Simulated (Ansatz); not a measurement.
# Ga3Se (Pm-3m) in Ansatz: convergence with wavefunction cutoff

Aim: find how far wavefunction cutoff must go before the results for Ga3Se settle, at PBE. This setting moves, with any that are tied to it; all else stays.

Everything below comes from runs of Ansatz 0.2.0. Logs are shortened: lines on timing, memory, paths and dates and some standing lists are left out, and cuts for length are marked.

**1. Starting point**

The structure is cubic, space group Pm-3m (No. 221). The conventional cell has a = 4.432 Å, b = 4.432 Å, c = 4.432 Å, α = 90.00°, β = 90.00°, γ = 90.00°. Se (site symmetry m-3m) is surrounded by 12 Ga at 3.13 Å. Ga (site symmetry 4/mmm) is surrounded by 4 Se at 3.13 Å and 8 Ga at 3.13 Å.

The cell comes from a database or a generator and needn't be the stable form of this composition.

**2. With wavefunction cutoff 200 eV**

input.yaml reads:

```yaml
crystal:
  lattice:
    - [4.432465, 0.0, 0.0]
    - [0.0, 4.432465, 0.0]
    - [0.0, 0.0, 4.432465]
  atoms:
    - { symbol: Se, position: [0.0, 0.0, 0.0] }
    - { symbol: Ga, position: [0.5, 0.5, 0.0] }
    - { symbol: Ga, position: [0.5, 0.0, 0.5] }
    - { symbol: Ga, position: [0.0, 0.5, 0.5] }
hamiltonian:
  xc: pbe
  pseudopotentials: { kind: paw_fr }
magnetization:
  noncollinear: true
  spin_orbit: true
kpoints:
  mp_grid: { grid: [5, 5, 5] }
scf:
  occupations: { method: cold, width: 0.05 }
output:
  forces: true
  stress: true
  eigenvalues: true
basis:
  ecutwfc: "200 eV"
```

Potentials or basis: Ansatz PAW.

Command:

```
ansatz run input.yaml --threads 2 --pin off --max-ram 5632MiB --backend cpu --events-out ev --progress --plain --runs-dir out
```

What it wrote:

```text
Warning: basis.ecutwfc = 200 eV is below the records' recommended 420 eV, and the density's cutoff is lower with it unless basis.ecutrho_ratio is high enough to keep the records' density cutoff: compare with a run at a higher cutoff
Warning: RAYON_NUM_THREADS=2 ignored (pool sized by the plan → 2); use --threads N
Engine: ansatz 0.2.0, aarch64-unknown-linux-gnu
Pseudopotentials: kind: paw_fr
Pseudopotential: Se, paw_fr, valence charge 16, recommended cutoff 420 eV (normal), Se.paw.azcp#standard-fr
Pseudopotential: Ga, paw_fr, valence charge 13, recommended cutoff 420 eV (normal), Ga.paw.azcp#standard-fr
Functional definition: PBE
  parameter kappa = 0.804
[... 67 lines left out ...]
  atom   4  Ga     0.00000000     0.00000000     0.00000000
  max |Σ_I F_I| component: 3.76e-29 eV/Å
--- Stress (GPa, compression-positive) ---
        3.658934      -0.000000       0.000000
       -0.000000       3.658934       0.000000
        0.000000       0.000000       3.658934
  P = ⅓ Tr σ = 3.6589 GPa (36.589 kbar)
--- Band table (eV; the first three rows and the last of 10) ---
  k-point 0: bands = ["-43.0095", "-43.0095", "-43.0095", "-43.0095", "-42.0875", "-42.0875", "-42.0761", "-42.0761", "-42.0761", "-42.0761", "-11.0164", "-11.0164", "-11.0029", "-11.0029", "-11.0029", "-11.0029", "-10.9915", "-10.9915", "-10.8295", "-10.8295", "-10.8295", "-10.8295", "-10.5114", "-10.5114", "-10.5114", "-10.5114", "-10.5070", "-10.5070", "-10.4838", "-10.4838", "-10.4254", "-10.4254", "-10.4254", "-10.4254", "-10.4022", "-10.4022", "-10.1540", "-10.1540", "-10.1540", "-10.1540", "-5.0435", "-5.0435", "0.8712", "0.8712", "4.7045", "4.7045", "4.8961", "4.8961", "4.8961", "4.8961", "5.4320", "5.4320", "5.4320", "5.4320", "10.0186", "10.0186", "10.1485", "10.1485", "10.1485", "10.1485", "12.8599", "12.8599", "12.8599", "12.8599", "12.9779", "12.9779"]
  k-point 1: bands = ["-42.9440", "-42.9440", "-42.9344", "-42.9344", "-42.0212", "-42.0212", "-42.0058", "-42.0058", "-41.9976", "-41.9976", "-10.9352", "-10.9352", "-10.9022", "-10.9022", "-10.8055", "-10.8055", "-10.6985", "-10.6985", "-10.6920", "-10.6920", "-10.6359", "-10.6359", "-10.4460", "-10.4460", "-10.3462", "-10.3462", "-10.3236", "-10.3236", "-10.1967", "-10.1967", "-10.1644", "-10.1644", "-10.1319", "-10.1319", "-10.0912", "-10.0912", "-9.9931", "-9.9931", "-9.9575", "-9.9575", "-4.9250", "-4.9250", "0.6124", "0.6124", "3.5750", "3.5750", "5.0051", "5.0051", "5.1503", "5.1503", "5.6140", "5.6140", "7.2126", "7.2126", "9.6277", "9.6277", "9.6477", "9.6477", "9.7575", "9.7575", "11.4626", "11.4626", "12.3228", "12.3228", "12.4578", "12.4578"]
  k-point 2: bands = ["-42.9539", "-42.9539", "-42.9288", "-42.9288", "-42.0353", "-42.0353", "-42.0185", "-42.0185", "-41.9713", "-41.9713", "-10.8529", "-10.8529", "-10.8501", "-10.8501", "-10.8035", "-10.8035", "-10.7627", "-10.7627", "-10.7043", "-10.7043", "-10.6718", "-10.6718", "-10.3988", "-10.3988", "-10.3082", "-10.3082", "-10.2807", "-10.2807", "-10.2454", "-10.2454", "-10.2039", "-10.2039", "-10.1699", "-10.1699", "-10.1657", "-10.1657", "-10.1281", "-10.1281", "-9.8419", "-9.8419", "-4.7174", "-4.7174", "0.0608", "0.0608", "3.1217", "3.1217", "5.5121", "5.5121", "5.7142", "5.7142", "5.9750", "5.9750", "7.5340", "7.5340", "8.5048", "8.5048", "8.5883", "8.5883", "10.0253", "10.0253", "11.3206", "11.3206", "12.4918", "12.4918", "12.6838", "12.6838"]
  k-point 9: bands = ["-42.9591", "-42.9591", "-42.9544", "-42.9544", "-42.0492", "-42.0492", "-42.0170", "-42.0170", "-42.0086", "-42.0086", "-10.9831", "-10.9831", "-10.9419", "-10.9419", "-10.9116", "-10.9116", "-10.7823", "-10.7823", "-10.6928", "-10.6928", "-10.6199", "-10.6199", "-10.4923", "-10.4923", "-10.4389", "-10.4389", "-10.3737", "-10.3737", "-10.3261", "-10.3261", "-10.2374", "-10.2374", "-10.2174", "-10.2174", "-10.0717", "-10.0717", "-10.0008", "-10.0008", "-9.9505", "-9.9505", "-4.2505", "-4.2505", "1.9739", "1.9739", "2.9223", "2.9223", "2.9540", "2.9540", "4.3951", "4.3951", "4.4750", "4.4750", "4.6809", "4.6809", "6.2935", "6.2935", "11.3405", "11.3405", "12.1125", "12.1125", "12.2539", "12.2539", "15.3835", "15.3835", "15.4089", "15.4089"]
```

Wall time 5.3 s (2 threads of Arm Neoverse N1, shared host); peak memory 0.46 GiB.

What came out:

```yaml
Free_energy: -16791.4725 eV
Pressure: 3.7 GPa
Band_gap_on_the_k_mesh: none (metal or under the smearing width)
```

**3. With wavefunction cutoff 250 eV**

input.yaml, as its differences from that of step 2:

```diff
@@ -25,2 +25,2 @@
 basis:
-  ecutwfc: "200 eV"
+  ecutwfc: "250 eV"
```

Potentials or basis: Ansatz PAW.

Command:

```
ansatz run input.yaml --threads 2 --pin off --max-ram 5632MiB --backend cpu --events-out ev --progress --plain --runs-dir out
```

It took 6.2 s on 2 threads of Arm Neoverse N1, shared host; peak memory 0.49 GiB.

Results:

| Property | Result |
| --- | --- |
| Free energy | -16814.5375 eV |
| Pressure | 2.0 GPa |
| Band gap on the k mesh | none (metal or under the smearing width) |

**4. With wavefunction cutoff 300 eV**

input.yaml, as its differences from that of step 3:

```diff
@@ -25,2 +25,2 @@
 basis:
-  ecutwfc: "250 eV"
+  ecutwfc: "300 eV"
```

Command:

```
ansatz run input.yaml --threads 2 --pin off --max-ram 5632MiB --backend cpu --events-out ev --progress --plain --runs-dir out
```

It took 7.9 s on 2 threads of Arm Neoverse N1, shared host; peak memory 0.52 GiB.

Results:

| Property | Result |
| --- | --- |
| Free energy | -16818.2962 eV |
| Pressure | -0.4 GPa |
| Band gap on the k mesh | none (metal or under the smearing width) |

**5. With wavefunction cutoff 350 eV**

input.yaml, as its differences from that of step 4:

```diff
@@ -25,2 +25,2 @@
 basis:
-  ecutwfc: "300 eV"
+  ecutwfc: "350 eV"
```

Command:

```
ansatz run input.yaml --threads 2 --pin off --max-ram 5632MiB --backend cpu --events-out ev --progress --plain --runs-dir out
```

Run time: 9.5 s. Hardware: 2 threads of Arm Neoverse N1, shared host; peak memory 0.56 GiB.

Results:

| Quantity | Value |
| --- | --- |
| Free energy | -16818.6290 eV |
| Pressure | -0.3 GPa |
| Band gap on the k mesh | none (metal or under the smearing width) |

**6. With wavefunction cutoff 400 eV**

input.yaml, as its differences from that of step 5:

```diff
@@ -25,2 +25,2 @@
 basis:
-  ecutwfc: "350 eV"
+  ecutwfc: "400 eV"
```

Potentials or basis: Ansatz PAW.

Command:

```
ansatz run input.yaml --threads 2 --pin off --max-ram 5632MiB --backend cpu --events-out ev --progress --plain --runs-dir out
```

It took 11 s on 2 threads of Arm Neoverse N1, shared host; peak memory 0.59 GiB.

Results (log left out):

```yaml
Free_energy: -16818.6429 eV
Pressure: -0.3 GPa
Band_gap_on_the_k_mesh: none (metal or under the smearing width)
```

**7. With wavefunction cutoff 450 eV**

input.yaml, as its differences from that of step 6:

```diff
@@ -25,2 +25,2 @@
 basis:
-  ecutwfc: "400 eV"
+  ecutwfc: "450 eV"
```

Command:

```
ansatz run input.yaml --threads 2 --pin off --max-ram 5632MiB --backend cpu --events-out ev --progress --plain --runs-dir out
```

Run time: 11 s. Hardware: 2 threads of Arm Neoverse N1, shared host; peak memory 0.62 GiB.

Results (log left out):

```yaml
Free_energy: -16818.6456 eV
Pressure: -0.3 GPa
Band_gap_on_the_k_mesh: none (metal or under the smearing width)
```

**8. With wavefunction cutoff 500 eV**

input.yaml, as its differences from that of step 7:

```diff
@@ -25,2 +25,2 @@
 basis:
-  ecutwfc: "450 eV"
+  ecutwfc: "500 eV"
```

Command:

```
ansatz run input.yaml --threads 2 --pin off --max-ram 5632MiB --backend cpu --events-out ev --progress --plain --runs-dir out
```

It took 14 s on 2 threads of Arm Neoverse N1, shared host; peak memory 0.67 GiB.

The run converged. Its results:

- Free energy: -16818.6475 eV
- Pressure: -0.3 GPa
- Band gap on the k mesh: none (metal or under the smearing width)

**9. With wavefunction cutoff 600 eV**

input.yaml, as its differences from that of step 8:

```diff
@@ -25,2 +25,2 @@
 basis:
-  ecutwfc: "500 eV"
+  ecutwfc: "600 eV"
```

Potentials or basis: Ansatz PAW.

Command:

```
ansatz run input.yaml --threads 2 --pin off --max-ram 5632MiB --backend cpu --events-out ev --progress --plain --runs-dir out
```

Run time: 16 s. Hardware: 2 threads of Arm Neoverse N1, shared host; peak memory 0.75 GiB.

Results (log left out):

- Free energy: -16818.6481 eV
- Pressure: -0.3 GPa
- Band gap on the k mesh: none (metal or under the smearing width)

**10. With wavefunction cutoff 800 eV**

input.yaml, as its differences from that of step 9:

```diff
@@ -25,2 +25,2 @@
 basis:
-  ecutwfc: "600 eV"
+  ecutwfc: "800 eV"
```

Command:

```
ansatz run input.yaml --threads 2 --pin off --max-ram 5632MiB --backend cpu --events-out ev --progress --plain --runs-dir out
```

It took 28 s on 2 threads of Arm Neoverse N1, shared host; peak memory 0.96 GiB.

Results (log left out):

```
Free energy            : -16818.6483 eV
Pressure               : -0.3 GPa
Band gap on the k mesh : none (metal or under the smearing width)
```

**11. Result**

| wavefunction cutoff | energy less the tightest run, at zero smearing (meV/atom) | pressure (GPa) | SCF cycles | CPU time (s) | peak memory (GiB) |
| --- | --- | --- | --- | --- | --- |
| 200 eV | 6793.94 | 3.66 | 9 | 9.9 | 0.46 |
| 250 eV | 1027.69 | 1.98 | 9 | 12 | 0.49 |
| 300 eV | 88.02 | -0.37 | 9 | 15 | 0.52 |
| 350 eV | 4.82 | -0.26 | 9 | 18 | 0.56 |
| 400 eV | 1.35 | -0.29 | 9 | 21 | 0.59 |
| 450 eV | 0.67 | -0.29 | 9 | 22 | 0.62 |
| 500 eV | 0.20 | -0.29 | 9 | 27 | 0.67 |
| 600 eV | 0.06 | -0.29 | 9 | 32 | 0.75 |
| 800 eV | 0.00 | -0.29 | 9 | 54 | 0.96 |

Against the tightest run, the energy stays within 1 meV/atom from 450 eV on; the pressure stays within 0.1 GPa from 300 eV on. The tightest run that finished is the yardstick and may itself not be fully converged.
